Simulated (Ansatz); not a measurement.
**GaPHS (doublet): from Hartree-Fock to the top rungs at a displaced geometry (v1), cc-pVDZ**

The task here is to estimate one member of a computed series from the others.

Method: cc-pVDZ, core rule «outside noble gas», up to 24 orbitals frozen; program: Ansatz 0.2.0, Gaussian basis.

The runs, in order: UHF; CCSD(T) on ROHF; CCSD(T) on UHF; BCCD(T) on ROHF; CISD; CCSDT(Q) on ROHF; CCSDT(Q) on UHF.

30 further runs of the same task are left out: 3 for a known fault of the program, 10 that didn't finish, 17 set aside as unsound or not needed.

## What is computed

The geometry is a PBE0/def2-TZVP stationary point (not a proven minimum) with its atoms shifted at random (size 0.040 Å). No spin-orbit coupling is included. The filled d shell of Ga may be among the frozen orbitals whatever the setting's name suggests; the logs give the count.

4 atoms, charge 0, spin multiplicity 2.

Atoms are counted from 1 here; the program's logs count them from 0.

Bond lengths: Ga1–S2 2.384 Å, Ga1–P3 2.757 Å, S2–P3 2.025 Å, P3–H4 1.387 Å. Angles: S2–Ga1–P3 45.7°, Ga1–S2–P3 76.9°, Ga1–P3–S2 57.4°, Ga1–P3–H4 159.4°, S2–P3–H4 102.5°.

Set-up of the first run:

The input, in.yaml:

```yaml
crystal:
  periodic: [false, false, false]
  atoms:
    - {symbol: Ga, position_ang: [-0.010294, -0.141424, 1.136090]}
    - {symbol: S, position_ang: [-0.011127, 1.110011, -0.892596]}
    - {symbol: P, position_ang: [0.036837, -0.809078, -1.538498]}
    - {symbol: H, position_ang: [-0.065940, -0.666494, -2.914303]}
basis:
  gaussian: {orbitals: cc-pVDZ}
magnetization: {spin_polarized: true, initial_magnetization: 1}
hamiltonian: {xc: hf}
output: {orbitals: {seedname: orbitals}}
```

Launch:

```bash
$ ansatz run in.yaml --threads 1 --pin off --events-out ev --progress --plain --max-ram 2393MiB
```

Steps of the session up to this table: UHF; CCSD(T) on ROHF; CCSD(T) on UHF; BCCD(T) on ROHF; CISD; CCSDT(Q) on ROHF; CCSDT(Q) on UHF.

One of the session's tables, all rows but one given; the rest of the session is left out.

| method | from UCCSDT(Q) (kJ/mol) |
| --- | --- |
| ROHF | +879.2 |
| UHF | +865.4 |
| RMP2 | +134.2 |
| UMP2 | +136.9 |
| RCCSD | ? |
| UCCSD | +37.1 |
| RCCSD(T) | +5.9 |
| UCCSD(T) | +5.9 |
| BCCD(T) | +5.6 |
| RCCSDT | +2.7 |
| UCCSDT | +2.7 |
| RCCSDT(Q) | +0.2 |
| UCCSDT(Q) | 0 |

Q: Estimate the row for RCCSD from the others.

The run gave: from UCCSDT(Q) (kJ/mol): +37.6. In the column «from UCCSDT(Q) (kJ/mol)» it lies between UCCSD (+37.1) and RMP2 (+134.2).

Not comparable, so not listed: CISD (they don't share determinant, frozen orbitals or solution with the rows shown, or repeat one).

To keep in mind: Restricted and unrestricted rows rest on different reference determinants; where their highest levels disagree by more than a few hundredths of an eV, they describe different states and don't form one ladder.
